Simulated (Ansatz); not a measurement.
Relaxation of a periodic cell of 21 atoms, H2C18O (surface graphene monolayer, adsorbate H2O), to a largest force component of 0.03 eV/Å in at most 60 steps.

The calculation used DFT LDA, scalar-relativistic, plane waves, PAW in Ansatz. Settings: cutoff 420 eV, k mesh 2x2x1, gaussian smearing 0.02 eV, no spin polarisation.

```xyz
21
Lattice="7.3980 0.0000 0.0000 -3.6990 6.4069 0.0000 0.0000 0.0000 11.0000" Properties=species:S:1:pos:R:3
C 0.000 0.000 1.000
C 1.233 0.712 1.000
C -1.233 2.136 1.000
C 0.000 2.847 1.000
C -2.466 4.271 1.000
C -1.233 4.983 1.000
C 2.466 0.000 1.000
C 3.699 0.712 1.000
C 1.233 2.136 1.000
C 2.466 2.847 1.000
C 0.000 4.271 1.000
C 1.233 4.983 1.000
C 4.932 0.000 1.000
C 6.165 0.712 1.000
C 3.699 2.136 1.000
C 4.932 2.847 1.000
C 2.466 4.271 1.000
C 3.699 4.983 1.000
O 3.689 0.185 2.340
H 3.582 1.117 2.540
H 2.837 -0.208 2.540
```

Task: Where does it end, and by what steps?

Result: The forces met the threshold. The force dipped under the threshold on the way, but the program's further checks kept it going. Limits of this set-up: slab without dipole correction, no dispersion correction for a molecule that may bind weakly. After 50 steps the energy has fallen by 6.837 eV; H20 moved furthest, 2.04 Å. The start is strongly strained (largest force component 12 eV/Å), so its close contacts needn't be bonds. Parted: C8–O19.

```csv
step,energy less start (eV),largest force component (eV/Å),accepted
0,0.0000,11.910,yes
2,-4.4621,3.585,yes
4,-6.0987,1.828,yes
6,-6.7032,0.387,yes
8,-6.7768,0.961,no
10,-6.8119,0.194,yes
12,-6.6489,3.292,no
14,-6.8056,0.844,no
16,-6.8162,0.195,yes
18,-6.8178,0.051,yes
20,-6.8091,0.681,no
22,-6.8190,0.369,no
24,-6.8214,0.152,yes
26,-6.8233,0.137,yes
28,-6.8246,0.035,yes
30,-6.8150,0.446,no
32,-6.8256,0.145,yes
34,-6.8279,0.160,yes
36,-6.8288,0.030,yes
38,-6.8306,0.286,yes
40,-6.8245,0.532,no
42,-6.8329,0.194,yes
44,-6.8342,0.083,yes
46,-6.8359,0.094,yes
48,-6.8368,0.079,yes
50,-6.8370,0.016,yes
```

```xyz
21
Lattice="7.3980 0.0000 0.0000 -3.6990 6.4069 0.0000 0.0000 0.0000 11.0000" Properties=species:S:1:pos:R:3
C 0.037 0.092 0.795
C 1.268 0.804 0.796
C -1.209 2.234 0.795
C 0.038 2.954 0.795
C -2.430 4.378 0.793
C -1.209 5.082 0.791
C 2.490 0.098 0.793
C 3.739 0.819 0.791
C 1.269 2.244 0.796
C 2.490 2.948 0.795
C 0.039 4.363 0.793
C 1.269 5.074 0.794
C 4.969 0.107 0.792
C 6.189 0.813 0.794
C 3.737 2.229 0.793
C 4.969 2.939 0.794
C 2.490 4.369 0.795
C 3.737 5.089 0.794
O 3.286 -0.603 3.782
H 3.428 0.174 4.345
H 2.804 -0.264 3.005
```

Whether the end is a true minimum wasn't checked by a vibrational analysis.

Run time: 10 min on 1 thread of Intel(R) Xeon(R) Processor @ 2.50GHz (Skylake/Cascade Lake) (shared host), peak memory 0.58 GiB.
